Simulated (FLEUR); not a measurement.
Runs of FLEUR MaX-R8.1 (later development tree) on VWC2. It takes space group R-3m (No. 166, trigonal). The conventional cell has a = 3.034 Å, b = 3.034 Å, c = 14.802 Å, α = 90.00°, β = 90.00°, γ = 120.00°. W (site symmetry -3m) is surrounded by 6 C at 2.17 Å. Around V (site symmetry -3m) lie 6 C at 2.11 Å. Around C (site symmetry 3m) lie 3 V at 2.11 Å and 3 W at 2.17 Å. The cell comes from a database or a generator and needn't be the stable form of this composition.

| task | level | spin | U | k mesh | gmax | muffin-tin radii | local orbitals a species | max iterations | mixing factor | kmax | gap on the mesh (eV) | moment (μB) |
| --- | --- | --- | --- | --- | --- | --- | --- | --- | --- | --- | --- | --- |
| single point | PBEsol+U | collinear, ferromagnetic start | V d U = 2 eV | 8 × 8 × 8 | 14.7 1/bohr | W 2.18, V 2.07, C 1.59 bohr | W 4, V 4, C 3 | 100 | 0.05 | 4.73 1/bohr | none | 0.00 |
| single point | PBEsol | collinear, ferromagnetic start | - | 10 × 10 × 10 | 15 1/bohr | W 2.13, V 2.03, C 1.55 bohr | W 4, V 5, C 3 | 60 | 0.05 | 4.83 1/bohr | none | 0.00 |
| single point | PBEsol+U | collinear, ferromagnetic start | V d U = 6 eV | 8 × 8 × 8 | 14.7 1/bohr | W 2.18, V 2.07, C 1.59 bohr | W 4, V 4, C 3 | 100 | 0.05 | 4.73 1/bohr | none | 1.23 |
| single point | PBEsol+U | collinear, ferromagnetic start | V d U = 3 eV | 8 × 8 × 8 | 14.7 1/bohr | W 2.18, V 2.07, C 1.59 bohr | W 4, V 4, C 3 | 100 | 0.05 | 4.73 1/bohr | none | 0.36 |
| single point | PBEsol+U | collinear, ferromagnetic start | V d U = 0.0 eV | 8 × 8 × 8 | 14.7 1/bohr | W 2.18, V 2.07, C 1.59 bohr | W 4, V 4, C 3 | 100 | 0.05 | 4.73 1/bohr | none | 0.00 |
| single point | PBEsol+U | collinear, ferromagnetic start | V d U = 4 eV | 8 × 8 × 8 | 14.7 1/bohr | W 2.18, V 2.07, C 1.59 bohr | W 4, V 4, C 3 | 100 | 0.05 | 4.73 1/bohr | none | 0.83 |
| single point | PBEsol+U | collinear, ferromagnetic start | V d U = 5 eV | 8 × 8 × 8 | 14.7 1/bohr | W 2.18, V 2.07, C 1.59 bohr | W 4, V 4, C 3 | 100 | 0.05 | 4.73 1/bohr | none | (a) |

Alike in all rows: potentials or basis all-electron, FLAPW; cell as given; smearing fermi-dirac 0.05 eV.

**Question.** Fill in the values left out.

**Answer.** (a) 1.02.

Caveats: the U is typed as a test and isn't derived for this compound (some runs).

A k mesh can miss the band edges, and the runs leave out spin-orbit coupling on W.

A gap of «none» marks a metal or a gap under the smearing width.

Not every run made on this cell is shown here.
